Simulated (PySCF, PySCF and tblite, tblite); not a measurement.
# C₂H₁₆GeSi₅: telling isomers apart by computed NMR, part 3 of 3

PySCF and tblite. Atoms count from 0. The steps go on from the part before.

## Step 12: Boltzmann average, isomer B: properties at HCTH407/pcSseg-1 in dichloromethane

The job: settings as JSON, then the geometry in Å.

```
{"job": {"study": "conf", "smiles": "C[Si]1(C)[Si@H]([SiH3])[GeH2][Si@@H]1[SiH3]", "search": {"seed": 5731, "n_embed": 45, "ff_keep": 10, "window": 2.5, "nmax": 3, "temps": [250, 298.15, 350], "t_ref": 298.15, "order": 0.002}, "level": {"nmr": {"xc": "HCTH407", "basis": "pcSseg-1", "solvent": "dichloromethane", "grid": 3}, "sp": {"xc": "BP86", "basis": "def2-SVP", "solvent": "dichloromethane"}, "change": "HCTH407/pcSseg-1; solvent dichloromethane; energies BP86/def2-SVP; grid level 3"}, "kind": "conf"}, "charge": 0, "multiplicity": 1}
C      2.832781     0.320982     0.833488
Si     1.052825     0.156596     0.146244
C      1.139765     0.588828    -1.716577
Si    -0.069571    -1.926084     0.494665
Si    -0.566492    -3.324957    -1.282762
Ge    -1.863838    -0.657068     1.455149
Si    -0.665467     1.409438     1.240674
Si    -1.726040     3.165808     0.166961
H      3.216474     1.329435     0.706533
H      3.517756    -0.355667     0.330212
H      2.860210     0.089191     1.893443
H      0.158325     0.516157    -2.176003
H      1.501334     1.600187    -1.876994
H      1.802507    -0.083146    -2.253755
H      0.591299    -2.706288     1.562051
H     -1.429057    -2.619337    -2.235535
H      0.637688    -3.722722    -2.018755
H     -1.259834    -4.562455    -0.916684
H     -2.466520    -1.064872     2.794472
H     -3.139832    -0.698358     0.621817
H     -0.222890     1.848783     2.580726
H     -2.759218     3.836646     0.959626
H     -0.777866     4.203739    -0.249330
H     -2.376075     2.674928    -1.052108
```

The log of the run:

```text
conformer  sym    E(xTB)   E(DFT)   G(298.15 K)  weight  dipole/D
    1     Cs      0.000    0.000    0.000   1.0000    2.235

mean shielding (ppm) by class
class atoms           250 K   298.15 K      350 K
  0 C  0             179.53     179.53     179.53
  1 Si 1            335.041    335.041    335.041
  2 C  2            183.235    183.235    183.235
  3 Si 3,6          427.039    427.039    427.039
  4 Si 4,7          458.619    458.619    458.619
  5 Ge 5           1597.579   1597.579   1597.579
  6 H  8,9,10        31.046     31.046     31.046
  7 H  11,12,13      31.153     31.153     31.153
  8 H  14,20         27.524     27.524     27.524
  9 H  15,16,17      28.102     28.102     28.102
 10 H  18             27.53      27.53      27.53
 11 H  19            27.953     27.953     27.953
```

It took 73 s on 1 thread of Arm Neoverse V2, shared host. This counts the runs that the step sums up.

Against the first level, at 298 K (shieldings, ppm; largest changes first):

```tsv
atoms	KT3/pcSseg-1 in dichloromethane	HCTH407/pcSseg-1 in dichloromethane	change
Ge5	1641	1598	-44
Si1	353.8	335.0	-18.7
Si3, Si6	444.6	427.0	-17.6
Si4, Si7	471.2	458.6	-12.6
C2	184.3	183.2	-1.1
C0	180.5	179.5	-0.9
H18	27.73	27.53	-0.20
H19	28.13	27.95	-0.17
H15, H16, H17 and 3 more	28.25	28.10	-0.15
H14, H20	27.67	27.52	-0.14
```

Weights: from PBE0/def2-SVP in dichloromethane energies 1: 100 %; from BP86/def2-SVP in dichloromethane energies 1: 100 % (with a dispersion term where the level has one and the same thermal terms, so they don't follow from the SCF energies alone). Times: 71 s and 73 s.

## Step 13: The test of assignment

The job: settings as JSON, then the geometry in Å.

```
{"job": {"study": "set", "relation": "diastereomers", "members": [{"smiles": "[CH3:1][Si:2]1([CH3:3])[Si@H:4]([SiH3:5])[GeH2:6][Si@H:7]1[SiH3:8]"}, {"smiles": "[CH3:1][Si:2]1([CH3:3])[Si@H:4]([SiH3:5])[GeH2:6][Si@@H:7]1[SiH3:8]"}], "charge": 0, "search": {"seed": 5731, "n_embed": 45, "ff_keep": 10, "window": 2.5, "nmax": 3, "temps": [250, 298.15, 350], "t_ref": 298.15, "order": 0.002}, "level": {"nmr": {"xc": "KT3", "basis": "pcSseg-1", "solvent": "dichloromethane"}, "sp": {"xc": "PBE0", "basis": "def2-SVP", "solvent": "dichloromethane"}}, "dp4": {"C": [2.5, 10], "H": [0.12, 10]}, "second_levels": [{"nmr": {"xc": "HCTH407", "basis": "pcSseg-1", "solvent": "dichloromethane", "grid": 3}, "wide": true, "sp": {"xc": "BP86", "basis": "def2-SVP", "solvent": "dichloromethane"}, "change": "HCTH407/pcSseg-1; solvent dichloromethane; energies BP86/def2-SVP; grid level 3"}], "kind": "set"}, "charge": 0, "multiplicity": 1}
C      1.039839    -2.246102     0.669193
Si     0.193763    -0.833912    -0.308362
C     -0.164839    -1.517025    -2.060552
Si     1.412372     1.223111    -0.242052
Si     3.441705     1.374137     0.860933
Ge    -0.510991     2.195535     0.810377
Si    -1.727222     0.129423     0.741901
Si    -3.791126     0.123067    -0.305976
H      1.279099    -1.927010     1.678946
H      1.964804    -2.565135     0.197025
H      0.394692    -3.116428     0.745102
H     -0.652560    -0.766357    -2.674763
H      0.750771    -1.809452    -2.566091
H     -0.813201    -2.388148    -2.028448
H      1.552910     1.791631    -1.599684
H      4.462210     0.516290     0.251897
H      4.009437     2.723307     0.919251
H      3.280561     0.920709     2.245890
H     -1.157531     3.387757     0.116460
H     -0.290146     2.830681     2.177405
H     -1.880018    -0.381109     2.121156
H     -4.841329     0.857875     0.403408
H     -4.297501    -1.236868    -0.512250
H     -3.667434     0.733786    -1.633209
```

The log of the run:

```text
isomer  G rel   conformers  SMILES
A     0.403      1   C[Si]1(C)[Si@H]([SiH3])[GeH2][Si@H]1[SiH3]
B     0.000      1   C[Si]1(C)[Si@H]([SiH3])[GeH2][Si@@H]1[SiH3]

signals of isomer B at the second level: probabilities [0.10459, 0.89541]
```

Wall time 4 min (1 thread of Arm Neoverse V2, shared host); peak memory 1.7 GiB. This counts the whole study up to here.

The 2 candidates (diastereomers), with energies and dipoles from their ensembles above, at 298 K; shieldings at KT3/pcSseg-1 in dichloromethane:

```tsv
isomer	SMILES	conformers	ΔE	ΔG	μ rms (D)
A	C[Si]1(C)[Si@H]([SiH3])[GeH2][Si@H]1[SiH3]	1	0.00	0.40	2.04
B	C[Si]1(C)[Si@H]([SiH3])[GeH2][Si@@H]1[SiH3]	1	0.00	0.00	2.09
```

Energies in kcal/mol.

The signals of isomer B, computed at a second level (HCTH407/pcSseg-1 in dichloromethane), stand in for a spectrum. The test takes 2 C values, 2 H values (hydrogens on carbon alone). Each candidate's shieldings are matched to them by assigned atoms (like hydrogens of one group may swap) by a straight-line fit, or by a shift alone where signals are few or close (slope 1; a small slope inflates the errors), and the errors are weighed by Student-t tails (C: width 2.5 ppm, H: width 0.12 ppm).

```tsv
candidate	C slope	C mean error	C largest	H slope	H mean error	H largest	P(C)	P(H)	P(all)
A	1.00	1.9	1.9	1.00	0.05	0.05	19.1	33.1	10.5
B	1.00	0.1	0.1	1.00	0.01	0.01	80.9	66.9	89.5
```

Errors in ppm, probabilities in per cent.

## Step 14: Outcome

This closing draws on all 3 parts.

| quantity | value |
| --- | --- |
| conformers, isomer A | 1; the first in weight is no. 1 (C2), 100 % at 298 K |
| root-mean-square dipole, isomer A | 2.04 D |
| averaged ¹³C shifts, isomer A (KT3/pcSseg-1 in dichloromethane) | 3.3 ppm |
| averaged ¹H shifts, isomer A (KT3/pcSseg-1 in dichloromethane) | 4.12, 3.82, 3.50, 0.55 ppm |
| averaged ²⁹Si shifts, isomer A (KT3/pcSseg-1 in dichloromethane) | 9.4, -83.0, -110.8 ppm |
| conformers, isomer B | 1; the first in weight is no. 1 (Cs), 100 % at 298 K |
| root-mean-square dipole, isomer B | 2.09 D |
| averaged ¹³C shifts, isomer B (KT3/pcSseg-1 in dichloromethane) | 5.0, 1.1 ppm |
| averaged ¹H shifts, isomer B (KT3/pcSseg-1 in dichloromethane) | 4.07, 4.01, 3.62, 3.49, 0.61, 0.49 ppm |
| averaged ²⁹Si shifts, isomer B (KT3/pcSseg-1 in dichloromethane) | 7.7, -83.2, -109.8 ppm |
| lowest in free energy | A, B, within 0.5 kcal/mol of one another |
| signals of B (HCTH407/pcSseg-1 in dichloromethane) | best fit B, 90 % |

The search found one conformer for isomer A in the window, so the averages are its own values. Spin-orbit coupling is left out, which matters at and beside the heavy atoms. The search found one conformer for isomer B in the window, so the averages are its own values. Between KT3/pcSseg-1 in dichloromethane and HCTH407/pcSseg-1 in dichloromethane, Ge5 of isomer B changes most, by 44 ppm of raw shielding. The test names the right isomer, B, with 90 %. The stand-in spectrum is computed, so it shares geometries and errors with the candidates; a measured one would test harder.
